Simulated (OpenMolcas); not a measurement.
# One shape, several levels: GaH2ClO (SMILES [OH][GaH][Cl])

Wanted: a comparison of 6 runs (B3LYP/6-31G*, BHLYP/def2-SVPD, BLYP/def2-SVPD, M06-L/def2-SVPD, PBE/def2-SVPD, CCSD(T)/def2-SVPD) of GaH2ClO. 

The calculation is run with OpenMolcas 26.06.

## (1) Starting point

GaH2ClO has 5 atoms, charge 0, and is taken as a singlet. SMILES: `[OH][GaH][Cl]`. The shape is that of a PBE0-D4/def2-TZVP optimisation. This is one conformer, not always the lowest.

Bond lengths: O1–Ga2 1.772 Å, Ga2–Cl3 2.145 Å, O1–H4 0.960 Å, Ga2–H5 1.541 Å. Angles: O1–Ga2–Cl3 115.0°, O1–Ga2–H5 122.5°, Cl3–Ga2–H5 122.5°, Ga2–O1–H4 113.5°.

## (2) Energy and gradient at B3LYP/6-31G(d) (Cartesian functions) (run 1)

The input, calc.inp:

```
&GATEWAY
BasLib
$CurrDir
Coord
5
angstrom
O       -1.152400       0.516000      -0.496900
Ga       0.470000       0.208100       0.146200
Cl       0.927500      -1.856600       0.504600
H       -1.672300      -0.281800      -0.622300
H        1.477200       1.340600       0.426900
Basis
6-31Gs
Group
NoSym
&SEWARD
GridInput
Grid=UltraFine
End of Grid
&SCF
KSDFT
B3LYP
Thresholds
1e-10 1e-07 1e-07 1e-05
PrOrbitals
1
&ALASKA
```

The basis set 6-31G* is read from a file made from the Basis Set Exchange's data (not shown).

The run is started by

```
$ export MOLCAS_MEM=1860
$ pymolcas calc.inp > calc.log
```

What it wrote:

```text
--- Start Module: gateway ---
[...]
--- Stop Module: gateway /rc=_RC_ALL_IS_WELL_ ---
[...]
      Basis functions           73
[...]
--- Start Module: scf ---
[...]
       Convergence after  14 Iterations
[...]
::    Total KS-DFT energy                           -2461.3230945992
[...]
      Total spin, S                                     0.0000000000
[...]
      Total electronic charge=   58.000000
      Total            charge=   -0.000000
[...]
      Dipole Moment (debye):
      Origin of the operator (angstrom)=    0.3790   -0.3385    0.1606
                   X= -1.5124E-01               Y=  4.6894E-01               Z= -9.8616E-02           Total=  5.0250E-01
      Quadrupole Moment (debye*angstrom):
[...]
--- Stop Module: scf /rc=_RC_ALL_IS_WELL_ ---
[...]
--- Start Module: alaska ---
[...]
 *              Molecular gradients               *
 **************************************************
  Irreducible representation: a
 ------------------------------------------------------------------------------------------
                              X                       Y                       Z
 ------------------------------------------------------------------------------------------
  O1                1.36524472689104E-03   -1.07606778268803E-02    1.47978537050797E-03
  GA2              -2.19331360245789E-03   -4.90131866479260E-03   -3.92032441487888E-04
  CL3              -2.49668430857497E-03    8.70780410863148E-03   -1.72820047279032E-03
  H4                4.32803190634035E-03    8.29575276527184E-03    8.99862034835719E-04
  H5               -1.00327872213235E-03   -1.34156038227751E-03   -2.59414491099452E-04
 ------------------------------------------------------------------------------------------
--- Stop Module: alaska /rc=_RC_ALL_IS_WELL_ ---
[...]
```

Run time: 14 s. Hardware: 1 thread of Intel Xeon 6975P-C (Granite Rapids), shared host; peak memory 0.42 GiB.

## (3) Energy and forces at BHLYP/def2-SVPD (run 2)

The input, calc.input:

```
&GATEWAY
 BASLIB=$CurrDir
 BASISSET
 O.def2-SVPD....
 O1 -1.152400 0.516000 -0.496900 angstrom
 End of Basis
 BASISSET
 Ga.def2-SVPD....
 Ga2 0.470000 0.208100 0.146200 angstrom
 End of Basis
 BASISSET
 Cl.def2-SVPD....
 Cl3 0.927500 -1.856600 0.504600 angstrom
 End of Basis
 BASISSET
 H.def2-SVPD....
 H4 -1.672300 -0.281800 -0.622300 angstrom
 H5 1.477200 1.340600 0.426900 angstrom
 End of Basis

&SEWARD
 GRIDINPUT
 Grid=UltraFine
 End of Grid

&SCF
 KSDFT=HYB_GGA_XC_BHANDHLYP
 THRESHOLDS=1e-10 1e-07 1e-07 1e-05
 PRORBITALS=1 2

&ALASKA
```

The basis set def2-SVPD is read from a file made from the Basis Set Exchange's data (not shown).

The run is started by

```
$ export MOLCAS_MEM=1860
$ pymolcas calc.input > calc.log
```

What it wrote:

```text
--- Start Module: gateway ---
[...]
--- Stop Module: gateway /rc=_RC_ALL_IS_WELL_ ---
[...]
      Basis functions          104
[...]
--- Start Module: scf ---
[...]
       Convergence after  15 Iterations
[...]
::    Total KS-DFT energy                           -2461.0633078078
[...]
      Total spin, S                                     0.0000000000
[...]
      Total electronic charge=   58.000000
      Total            charge=   -0.000000
[...]
      Dipole Moment (debye):
      Origin of the operator (angstrom)=    0.3790   -0.3385    0.1606
                   X=  2.2673E-01               Y=  5.2844E-01               Z=  3.9392E-02           Total=  5.7637E-01
      Quadrupole Moment (debye*angstrom):
[...]
--- Stop Module: scf /rc=_RC_ALL_IS_WELL_ ---
[...]
--- Start Module: alaska ---
[...]
 *              Molecular gradients               *
 **************************************************
  Irreducible representation: a
 ------------------------------------------------------------------------------------------
                              X                       Y                       Z
 ------------------------------------------------------------------------------------------
  O1                2.98893167786574E-03    8.94736341883018E-03    3.22795807495169E-04
  GA2              -2.00756742360397E-03   -8.58971972523292E-03    1.03439017395957E-05
  CL3              -1.12348472232249E-03    5.33187559774007E-03   -9.05039090770998E-04
  H4               -1.16687583401820E-03   -7.33494391773171E-03    2.21914044891136E-04
  H5                1.30899630198389E-03    1.64542462639528E-03    3.49985336690395E-04
 ------------------------------------------------------------------------------------------
--- Stop Module: alaska /rc=_RC_ALL_IS_WELL_ ---
[...]
```

Wall time 26 s (1 thread of Intel Xeon 6975P-C (Granite Rapids), shared host); peak memory 0.59 GiB.

Runs 3 to 5 aren't shown in full; the table further down has their settings and results.

## (4) A single-point energy at CCSD(T)/def2-SVPD (Cholesky decomposition) (run 6)

The input, test.input:

```
&GATEWAY
BasLib
$CurrDir
Coord
5
angstrom
O       -1.152400       0.516000      -0.496900
Ga       0.470000       0.208100       0.146200
Cl       0.927500      -1.856600       0.504600
H       -1.672300      -0.281800      -0.622300
H        1.477200       1.340600       0.426900
Basis
def2-SVPD
Group
NoSym
&SEWARD
High
&SCF
Thresholds
1e-10 1e-07 1e-07 1e-05
PrOrbitals
0
&CHCC
Frozen
15
Threshold
1e-08
MaxIterations
80
&CHT3
Frozen
15
```

The basis set def2-SVPD is read from a file made from the Basis Set Exchange's data (not shown).

The run is started by

```
$ export MOLCAS_MEM=1860
$ pymolcas test.input > test.log
```

What it wrote:

```text
--- Start Module: gateway ---
[...]
--- Stop Module: gateway /rc=_RC_ALL_IS_WELL_ ---
[...]
      Basis functions          104
[...]
       Convergence after  15 Iterations
[...]
::    Total SCF energy                              -2458.4252590830
[...]
      Total spin, S                                     0.0000000000
[...]
      Total electronic charge=   58.000000
      Total            charge=   -0.000000
[...]
      Dipole Moment (debye):
      Origin of the operator (angstrom)=    0.3790   -0.3385    0.1606
                   X=  2.6375E-01               Y=  5.0493E-01               Z=  5.5585E-02           Total=  5.7237E-01
      Quadrupole Moment (debye*angstrom):
[...]
--- Start Module: chcc ---
[...]
--- Stop Module: chcc /rc=_RC_ALL_IS_WELL_ ---
[...]
--- Start Module: cht3 ---
[...]
--- Stop Module: cht3 /rc=_RC_ALL_IS_WELL_ ---
[...]
```

It took 3.4 min on 1 thread of Intel Xeon 6975P-C (Granite Rapids), shared host; peak memory 0.17 GiB.

## (5) Overview of the runs

```
run                                       level  Cartesian functions  integral approximation   energy (Eh)  dipole moment (D) of the reference  HOMO energy (eV)  LUMO energy (eV)  wall time
  1          B3LYP/6-31G* (Cartesian functions)                  yes                    none  -2461.323095                                0.50             -8.58             -1.33       14 s
  2                             BHLYP/def2-SVPD                   no                    none  -2461.063308                                0.58            -10.36             -0.51       26 s
  3                              BLYP/def2-SVPD                   no                    none  -2461.176808                                0.52             -7.50             -1.99       27 s
  4                             M06-L/def2-SVPD                   no                    none  -2461.066232                                0.67             -7.83             -1.53       33 s
  5                               PBE/def2-SVPD                   no                    none  -2460.564672                                0.54             -7.65             -2.05       31 s
  6  CCSD(T)/def2-SVPD (Cholesky decomposition)                   no                 CD high  -2459.013852                                0.57            -12.44              1.35    3.4 min
```

## (6) Outcome

| quantity | value |
| --- | --- |
| run 6: total energy | -2459.01385 Eh |
| run 6: dipole moment (mean-field density) | 0.57 D |
| run 6: HOMO energy (Hartree–Fock orbitals) | -12.44 eV |
| run 6: LUMO energy (Hartree–Fock orbitals) | 1.35 eV |
| run 6: HOMO–LUMO gap (Hartree–Fock orbitals) | 13.79 eV |
| run 6: correlation energy (15 core orbitals frozen) | -588.6 mEh |
| run 6: (T) correction | -17.25 mEh |

**Reading.** Over runs 1, 2, 3, 4, 5 the dipole moment (its size) runs from 0.50 D (B3LYP/6-31G*) to 0.67 D (M06-L/def2-SVPD). The two ends differ in method and basis. Over runs 1, 2, 3, 4, 5 the HOMO–LUMO gap runs from 5.50 eV (BLYP/def2-SVPD) to 9.85 eV (BHLYP/def2-SVPD). Totals of different functionals can't be ranked against each other. All runs together took 5.6 min, the longest 3.4 min.
